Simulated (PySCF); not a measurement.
# ClH2LaO2: the cost of one run

Computed with PySCF 2.14.0; each step states its level. No surroundings beyond the atoms listed, unless a continuum is named. Atoms count from 0, parts from 1.

### 1 Starting point

Each species was relaxed by itself at PBE0-D3(BJ)/def2-SVPD.

### 2 Energies of the species: wB97M-D3(BJ)/def2-TZVPD

Job settings and geometry (Å):

```
{"job": {"kind": "react", "xc": "wB97M-D3(BJ)", "basis": "def2-TZVPD"}, "charge": 0, "multiplicity": 1}
-1 H3LaO2 charge 0 multiplicity 1
O     -1.243990     0.761900    -1.233560
La     0.617730     0.514260    -0.138950
O      1.040610    -1.485140     0.601770
H     -2.113450     0.688180    -1.623280
H      0.677290     1.917260     1.505110
H      1.021810    -2.396470     0.888900

-1 ClH charge 0 multiplicity 1
Cl     0.644620    -0.000770     0.010800
H     -0.643410     0.002580    -0.010520

+1 ClH2LaO2 charge 0 multiplicity 1
O     -0.419660     1.829190     0.478440
La     0.215680     0.056680    -0.597520
O      0.986540    -1.559530     0.628690
Cl    -1.224230    -0.607200    -2.747860
H     -0.769710     2.545350     1.004970
H      1.211390    -2.264480     1.233260

+1 H2 charge 0 multiplicity 1
H      0.379850    -0.002300     0.018310
H     -0.379850     0.002300    -0.018310
```

Level: wB97M-D3(BJ)/def2-TZVPD reaction energy of separated species, gas phase.

Launch:

```bash
OMP_NUM_THREADS=1 python cluster_run.py task.json out
```

One launch serves the whole session: the jobs run in the order shown.

Q: Estimate the wall time and peak memory of this first job on 1 thread of Arm Neoverse N1, shared host.

About 36 s, with a peak of 0.67 GiB.
